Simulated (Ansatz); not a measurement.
# TiC: how the settings move a relaxation

How sensitive is a relaxation of TiC to its settings? A reference run comes first, then one run with altered input.

The COD entry's cell or inner coordinates are ideal or old and differ from later refinements, so a difference from it is no clean test against experiment.

Program: Ansatz 0.2.0. Level of theory: reference: DFT, LDA, PAW with Ansatz's default frozen-core files, scalar-relativistic; relaxation of cell and atoms. These are calculated values, not measurements.

**1. The structure to begin with**

The structure is cubic, space group Fm-3m (No. 225). The conventional cell has a = 4.319 Å, b = 4.319 Å, c = 4.319 Å, α = 90.00°, β = 90.00°, γ = 90.00°. Ti (site symmetry m-3m) is surrounded by 6 C at 2.16 Å. C (site symmetry m-3m) has 6 Ti at 2.16 Å as nearest neighbours.

Structure file:

```xyz
2
Lattice="0.0000 2.1593 2.1593 2.1593 0.0000 2.1593 2.1593 2.1593 0.0000" Properties=species:S:1:pos:R:3 pbc="T T T"
Ti    0.0000    0.0000    0.0000
C     2.1593    2.1593    2.1593
```

**2. Reference**

Contents of input.yaml:

```yaml
crystal:
  lattice:
    - [0.0, 2.1593, 2.1593]
    - [2.1593, 0.0, 2.1593]
    - [2.1593, 2.1593, 0.0]
  atoms:
    - { symbol: Ti, position: [0.0, 0.0, 0.0] }
    - { symbol: C, position: [0.5, 0.5, 0.5] }
kpoints:
  mp_grid: { grid: [12, 12, 12] }
scf:
  occupations: { method: fermi_dirac, width: 0.1 }
hamiltonian:
  xc: lda
  pseudopotentials: { kind: paw }
relax:
  f_tol: 0.002
  max_steps: 80
  cell: {}
output:
  forces: true
  stress: true
```

Launch:

```bash
$ ansatz run input.yaml --threads 1 --pin off --max-ram 3072MiB --backend cpu --events-out ev --progress --plain --runs-dir out
```

**3. Variant: xc pbe, xc_grid 3**

Changes to input.yaml since step 2:

```diff
@@ -13,3 +13,3 @@
 hamiltonian:
-  xc: lda
+  xc: pbe
   pseudopotentials: { kind: paw }
@@ -22 +22,3 @@
   stress: true
+basis:
+  xc_grid: 3
```

**Question.** What will these runs give? Wanted: for each run, ending; energy change; pressure; gap; force.

The runs gave:

| run | ending | energy change | pressure (GPa) | gap (eV) | force (eV/Å) | cycles | time |
| --- | --- | --- | --- | --- | --- | --- | --- |
| reference | converged | - | 0.0 | 0.00 | 0.00 | 42 | 8 s |
| 1: xc pbe, xc_grid 3 | converged | not comparable | 0.0 | 0.00 | 0.00 | 26 | 5.2 s |

A change of functional puts the total energy on another scale; the final volume goes from 19.34 to 20.34 Å³. The numerical grids changed too. Cost: 26 SCF cycles against 42, 5.2 s against 8 s. The reference leaves spin out although Ti can carry a moment, so its state need not be the lowest.
